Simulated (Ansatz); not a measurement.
# Pb12NO in Ansatz: reference runs

Reference runs on Pb12NO: the cell as given.

Program: Ansatz 0.2.0. These are calculated values, not measurements. Logs are shortened: lines on timing, memory, paths and dates and some standing lists are left out, and cuts for length are marked.

## (1) The cell of the first run

The cell holds a slab with vacuum, 14 atoms: a = 6.986 Å, b = 6.986 Å, c = 24.100 Å, α = 90.00°, β = 90.00°, γ = 90.00°.

## (2) Single point, PBE

input.yaml

```yaml
crystal:
  lattice:
    - [6.9856493127, 0.0, 0.0]
    - [0.0, 6.9856493127, 0.0]
    - [0.0, 0.0, 24.0996]
  atoms:
    - { symbol: Pb, position: [0.25, 0.25, 0.3319557171] }
    - { symbol: Pb, position: [0.25, 0.75, 0.3319557171] }
    - { symbol: Pb, position: [0.75, 0.25, 0.3319557171] }
    - { symbol: Pb, position: [0.75, 0.75, 0.3319557171] }
    - { symbol: Pb, position: [0.5, 0.5, 0.4344387459] }
    - { symbol: Pb, position: [0.5, 0.0, 0.4344387459] }
    - { symbol: Pb, position: [0.0, 0.5, 0.4344387459] }
    - { symbol: Pb, position: [0.0, 0.0, 0.4344387459] }
    - { symbol: Pb, position: [0.75, 0.75, 0.5369217746] }
    - { symbol: Pb, position: [0.75, 0.25, 0.5369217746] }
    - { symbol: Pb, position: [0.25, 0.75, 0.5369217746] }
    - { symbol: Pb, position: [0.25, 0.25, 0.5369217746] }
    - { symbol: "N", position: [0.5, 1.0, 0.6215704825] }
    - { symbol: O, position: [0.5, 1.0, 0.5734369035] }
hamiltonian:
  xc: pbe
  pseudopotentials: { kind: paw }
kpoints:
  mp_grid: { grid: [4, 4, 1] }
scf:
  occupations: { method: fermi_dirac, width: 0.05 }
output:
  forces: true
  eigenvalues: true
efield:
  axis: 3
  dipole_correction: true
  ramp_width: 0.04
```

Potentials or basis: Ansatz PAW.

Started as:

```bash
$ ansatz run input.yaml --threads 4 --pin off --max-ram 11264MiB --backend cpu --events-out ev --progress --plain --runs-dir out
```

Output:

```text
Warning: RAYON_NUM_THREADS=4 ignored (pool sized by the plan → 4); use --threads N
Engine: ansatz 0.2.0, aarch64-unknown-linux-gnu
Pseudopotentials: kind: paw
Pseudopotential: Pb, paw, valence charge 14, recommended cutoff 420 eV (normal), Pb.paw.azcp
Pseudopotential: N, paw, valence charge 5, recommended cutoff 420 eV (normal), N.paw.azcp
Pseudopotential: O, paw, valence charge 6, recommended cutoff 420 eV (normal), O.paw.azcp
Functional definition: PBE
  parameter kappa = 0.804
  parameter beta = 0.06672455060314922
  exchange = pbe_x(kappa = kappa, mu = beta*pi^2/3)
  correlation = pbe_c(beta = beta)
Crystal: 14 atoms, lattice volume = 1176.044 Å³
Basis set: ecut = 420 eV, 22973 PW (Γ), exchange–correlation on 96×96×324 points (8 copies of the dense FFT grid, shifted against one another)
Bands: 108, of which v1, the nominal top of the filled ones, is band 90 counted from 1 (89 counted from 0)
Symmetry: 8 space group operations
Space group: P4mm (ITA 99), of the structure as read, at distance tolerance 1.1e-4 Å
k-points: 6 of 16
Non-local potential: Pb, projectors of the file, l = 0: 2, l = 1: 2, l = 2: 2, l = 3: 2
Non-local potential: N, projectors of the file, l = 0: 2, l = 1: 2, l = 2: 1
Non-local potential: O, projectors of the file, l = 0: 2, l = 1: 2, l = 2: 1
PAW form: soft (Blöchl's): semilocal exchange-correlation on the pseudo side does not see the compensation charge
PAW one-centre angular grid: Pb, 590 points (default); XC on 64 Gauss nodes
PAW one-centre angular grid: N, 110 points (default); XC on 64 Gauss nodes
PAW one-centre angular grid: O, 110 points (default); XC on 64 Gauss nodes
Initial density: superposition of atomic densities (neutral atoms: chi_scale 0, normalization atom), corrected by the library's trained network
Initial wavefunctions: pseudopotential atomic-orbital guess
Functional: x = pbe(κ = 0.804, μ = 0.2195149727645171), c = pbe(β = 0.06672455060314922)
SCF iter   1: F=—  HF=-143821.494074 eV  |F-HF|=—  |Δ(HF+E_count)|=         —  Δρ=2.87e-3  dr2=8.87e-1  ethr=1.77e-3  p=-0.060 e·Å  D=-9.22e-3 V/Å  ΔV_dip=0.22 eV  dr2_dipole=3.79e-1  V_vac-E_F(+/−)=3.90/3.68 eV  ⟨swp⟩=7.3  Hψ=2928  notcnv=0  defer=5
efield: sawtooth ramp at fractional position 0.9568 (placed from the atoms, in the widest stretch of the axis that holds none; the zero of the levels goes with the place), width 0.0400; the density the first Hamiltonian is built on has a dipole p = -0.060 e·Å; the dipole correction subtracts the counter field D = -9.22e-3 V/Å, which shifts the + side's vacuum level by +0.22 eV against the − side's; the planar-averaged density in the ramp window peaks in size at 2.8e-6 e/Å³
preconditioner: auto → LDOS  [insulator: Δε(μ)=0.142 eV  Ē_g=15.216 eV  σ=0.050 eV  W_gap=0.55  n_scr=138 (ndim 8)  ℏωp=14.4 eV  f_vac=0.609  D(μ)=9.20/eV (n_scr^D=28)  ε∞_Penn≈1.9  β→1.0]
SCF iter   2: F=—  HF=-143821.480048 eV  |F-HF|=—  |Δ(HF+E_count)|=   1.40e-2  Δρ=1.24e-3  dr2=4.97e-2  ethr=4.95e-4  p=-0.171 e·Å  D=-2.63e-2 V/Å  ΔV_dip=0.63 eV  dr2_dipole=7.34e-3  V_vac-E_F(+/−)=4.30/3.67 eV  ⟨swp⟩=3.2  Hψ=844  notcnv=0  defer=24
[... 15 lines left out ...]
Entropy (-TS):   -0.088046 eV (-6.289 meV/atom)
Fermi energy:    0.807580 eV
Dipole field:    D = -0.031308 V/Å  (p = -0.203480 e·Å, saw-weighted, corrected)
Work function:   Φ+ = 4.4137 eV   Φ− = 3.6592 eV
Levels:          The Fermi level and band energies are counted from a zero that moves with the ramp; work functions are not
--- Per-component energies (eV) ---
  E_band       = -2271.128223
  E_kinetic    = 3763.892906
  E_local      = -124745.873424  (includes V_loc(G=0)·N_el)
  E_nonlocal   = 4290.601144
  E_hartree    = 60121.035283
  E_xc         = -2775.963118
  E_vxc        = -1750.044117  (∫ρ·V_xc dr)
  E_paw        = -125149.286556  (= ΣΔE_a)
  E_vpaw       = -4067.424831  (= ΣTr[D̂ρ^β])
  E_aug_tail   = 0.003078  (compensation charges beyond the density's cutoff)
  E_efield     = 0.003185  (sawtooth field / dipole correction)
  E_vefield    = -4.374682  (∫n·V_field dr)
  E_ewald      = 40674.188991
  E_smearing   = -0.088046  (= −TS)
  E_closure    = -0.000000  (closes the sum)
  Σ components = -143821.486558   (vs F -143821.486558, Δ=0.00e0)
--- Forces (eV/Å), atoms counted from 1 ---
  atom   1  Pb     0.01338931    -0.01338931    -0.01620753
  atom   2  Pb     0.01338931     0.01338931    -0.01620753
  atom   3  Pb    -0.01338931    -0.01338931    -0.01620753
  atom   4  Pb    -0.01338931     0.01338931    -0.01620753
  atom   5  Pb    -0.00000000    -0.00000000    -0.03344693
  atom   6  Pb    -0.00000000    -0.00000000    -0.29606765
  atom   7  Pb    -0.00000000     0.00000000    -0.26011010
  atom   8  Pb    -0.00000000     0.00000000    -0.03344693
  atom   9  Pb     0.58695004    -0.58695004    -0.20778613
  atom  10  Pb     0.58695004     0.58695004    -0.20778613
  atom  11  Pb    -0.58695004    -0.58695004    -0.20778613
  atom  12  Pb    -0.58695004     0.58695004    -0.20778613
  atom  13  N      0.00000000     0.00000000     4.61797268
  atom  14  O     -0.00000000     0.00000000    -3.09909772
  max |Σ_I F_I| component: 1.71e-4 eV/Å
--- Band table (eV; the first three rows and the last of 6) ---
  k-point 0: bands = ["-26.4078", "-16.5357", "-16.5050", "-16.4820", "-16.4820", "-16.4543", "-16.4537", "-16.4537", "-16.4445", "-16.3953", "-16.3953", "-16.3742", "-16.3742", "-16.3708", "-16.3708", "-16.3666", "-16.3598", "-16.3437", "-16.3417", "-16.3391", "-16.3366", "-16.3366", "-16.3306", "-16.3187", "-16.3102", "-16.3102", "-16.2986", "-16.2799", "-16.2799", "-16.2518", "-16.2496", "-16.2496", "-16.2453", "-16.2405", "-16.2405", "-16.2402", "-16.2289", "-16.2263", "-16.2159", "-16.1966", "-16.1966", "-16.1587", "-16.1550", "-16.1247", "-16.1201", "-16.0985", "-16.0985", "-16.0724", "-16.0599", "-16.0599", "-16.0473", "-16.0416", "-16.0228", "-16.0228", "-16.0105", "-16.0080", "-16.0080", "-16.0054", "-15.9929", "-15.9808", "-15.9176", "-12.4314", "-10.4190", "-9.0094", "-8.8791", "-8.8791", "-7.6262", "-7.5941", "-7.4724", "-7.4724", "-7.1174", "-6.7289", "-6.7289", "-6.1152", "-5.8935", "-5.7842", "-5.7453", "-2.7891", "-2.4365", "-2.1759", "-2.1759", "-1.8854", "-1.8854", "-1.5216", "-1.0493", "-0.4429", "-0.3612", "-0.3612", "0.9510", "0.9510", "1.1296", "1.4707", "1.4707", "1.8212", "1.8449", "1.9891", "1.9891", "2.9484", "3.0659", "3.2937", "3.5080", "3.5080", "3.7461", "3.9834", "3.9834", "4.5168", "5.1781", "5.1781"]
  k-point 1: bands = ["-26.4078", "-16.5156", "-16.4888", "-16.4780", "-16.4597", "-16.4536", "-16.4460", "-16.4262", "-16.4214", "-16.3891", "-16.3843", "-16.3830", "-16.3761", "-16.3720", "-16.3614", "-16.3552", "-16.3531", "-16.3476", "-16.3400", "-16.3388", "-16.3289", "-16.3268", "-16.3247", "-16.3213", "-16.3168", "-16.3008", "-16.2936", "-16.2863", "-16.2845", "-16.2611", "-16.2610", "-16.2538", "-16.2526", "-16.2445", "-16.2368", "-16.2290", "-16.2283", "-16.2226", "-16.2213", "-16.1876", "-16.1843", "-16.1680", "-16.1513", "-16.1454", "-16.1257", "-16.1102", "-16.0889", "-16.0820", "-16.0798", "-16.0628", "-16.0542", "-16.0492", "-16.0348", "-16.0260", "-16.0206", "-16.0197", "-16.0180", "-16.0102", "-16.0063", "-15.9840", "-15.9435", "-12.4225", "-10.2436", "-9.1597", "-8.8350", "-8.7672", "-8.4177", "-7.4450", "-7.3787", "-7.3161", "-6.9917", "-6.7842", "-6.5417", "-6.2611", "-6.1655", "-6.0091", "-5.9907", "-2.4467", "-2.1059", "-1.9964", "-1.8289", "-1.5291", "-1.3206", "-1.2775", "-0.9489", "-0.6550", "0.2526", "0.2920", "0.5933", "0.8219", "0.8491", "1.0826", "1.4398", "1.6285", "1.7811", "2.4419", "2.5833", "2.6435", "2.9076", "3.1924", "3.2728", "3.4935", "3.6815", "3.7593", "4.1894", "4.2716", "4.5895", "4.7688"]
  k-point 2: bands = ["-26.4078", "-16.4951", "-16.4906", "-16.4547", "-16.4468", "-16.4196", "-16.4162", "-16.4144", "-16.4077", "-16.3919", "-16.3911", "-16.3755", "-16.3742", "-16.3709", "-16.3651", "-16.3468", "-16.3458", "-16.3402", "-16.3345", "-16.3335", "-16.3309", "-16.3235", "-16.3159", "-16.3157", "-16.3057", "-16.2940", "-16.2923", "-16.2823", "-16.2810", "-16.2776", "-16.2757", "-16.2749", "-16.2675", "-16.2420", "-16.2414", "-16.2408", "-16.2322", "-16.2162", "-16.2070", "-16.1968", "-16.1965", "-16.1555", "-16.1541", "-16.1088", "-16.1079", "-16.1034", "-16.1020", "-16.0968", "-16.0915", "-16.0857", "-16.0695", "-16.0673", "-16.0582", "-16.0449", "-16.0447", "-16.0295", "-16.0295", "-16.0180", "-16.0049", "-15.9816", "-15.9649", "-12.4135", "-9.8247", "-9.6174", "-8.9247", "-8.7864", "-8.3085", "-7.8381", "-6.9927", "-6.9620", "-6.9376", "-6.8185", "-6.8029", "-6.7078", "-6.4750", "-6.1044", "-5.9705", "-1.8787", "-1.7344", "-1.6236", "-1.5614", "-1.0044", "-0.9672", "-0.9141", "-0.9025", "-0.6787", "-0.4755", "0.3678", "0.7649", "0.9286", "1.2832", "1.9440", "1.9447", "2.0214", "2.0620", "2.0850", "2.2259", "2.4084", "2.4266", "2.5532", "2.7957", "3.1137", "3.1284", "3.3669", "3.3870", "4.1848", "4.3022", "4.3239"]
  k-point 5: bands = ["-26.4078", "-16.4352", "-16.4352", "-16.4281", "-16.4124", "-16.4012", "-16.3973", "-16.3927", "-16.3828", "-16.3828", "-16.3797", "-16.3767", "-16.3767", "-16.3443", "-16.3334", "-16.3334", "-16.3230", "-16.3160", "-16.3160", "-16.3160", "-16.3023", "-16.3020", "-16.3014", "-16.3014", "-16.2960", "-16.2940", "-16.2940", "-16.2913", "-16.2866", "-16.2866", "-16.2854", "-16.2825", "-16.2819", "-16.2535", "-16.2533", "-16.2485", "-16.2485", "-16.2475", "-16.2462", "-16.2462", "-16.2461", "-16.1301", "-16.1301", "-16.1092", "-16.1090", "-16.1068", "-16.1068", "-16.1047", "-16.0886", "-16.0886", "-16.0842", "-16.0799", "-16.0776", "-16.0709", "-16.0709", "-16.0538", "-16.0486", "-16.0446", "-16.0431", "-16.0152", "-16.0152", "-12.3994", "-9.2687", "-9.2687", "-8.9427", "-8.8271", "-8.5098", "-8.5098", "-7.7776", "-7.6744", "-7.2845", "-7.2845", "-6.4773", "-6.3594", "-6.1080", "-6.1080", "-5.7819", "-0.4023", "-0.3212", "-0.3212", "-0.3172", "-0.2456", "-0.2456", "-0.2207", "-0.0595", "-0.0463", "-0.0394", "-0.0394", "-0.0268", "0.7117", "0.7117", "1.1540", "1.2547", "1.2547", "1.4412", "1.4967", "1.6098", "2.0388", "2.0388", "2.1263", "2.2262", "2.2262", "3.0500", "3.5018", "3.5668", "3.7148", "3.8183", "3.8183"]
```

Wall time 18 s (4 threads of Arm Neoverse V1, shared host); peak memory 2.5 GiB.

What came out:

| Item | Value |
| --- | --- |
| Free energy | -143821.4866 eV |
| Largest force | 4.618 eV/Å |
| Band gap on the k mesh | none (metal or under the smearing width) |
| Work function of the upper face | 4.41 eV |
| Work function of the lower face | 3.66 eV |
| Dipole across the slab | -0.203 e·Å |

Forces in eV/Å, atoms in the order of the input:
```
Pb   0.013 -0.013 -0.016
Pb   0.013  0.013 -0.016
Pb  -0.013 -0.013 -0.016
Pb  -0.013  0.013 -0.016
Pb   0.000  0.000 -0.033
Pb   0.000  0.000 -0.296
Pb   0.000  0.000 -0.260
Pb   0.000  0.000 -0.033
Pb   0.587 -0.587 -0.208
Pb   0.587  0.587 -0.208
Pb  -0.587 -0.587 -0.208
Pb  -0.587  0.587 -0.208
N    0.000  0.000  4.618
O    0.000  0.000 -3.099
```

Levels at points of the mesh, in eV from the Fermi level:
| k point | band 87 | band 88 | band 89 | band 90 | band 91 | band 92 |
| --- | --- | --- | --- | --- | --- | --- |
| (0.00, 0.00, 0.00) | -1.17 | -1.17 | 0.14 | 0.14 | 0.32 | 0.66 |
| (0.00, -0.50, 0.00) | -1.28 | -0.44 | -0.04 | 0.12 | 0.48 | 1.14 |
| (-0.50, -0.50, 0.00) | -0.85 | -0.85 | -0.83 | -0.10 | -0.10 | 0.35 |

Caveat: an odd number of electrons without spin polarisation forces a metal; a magnetic or distorted state may lie lower.
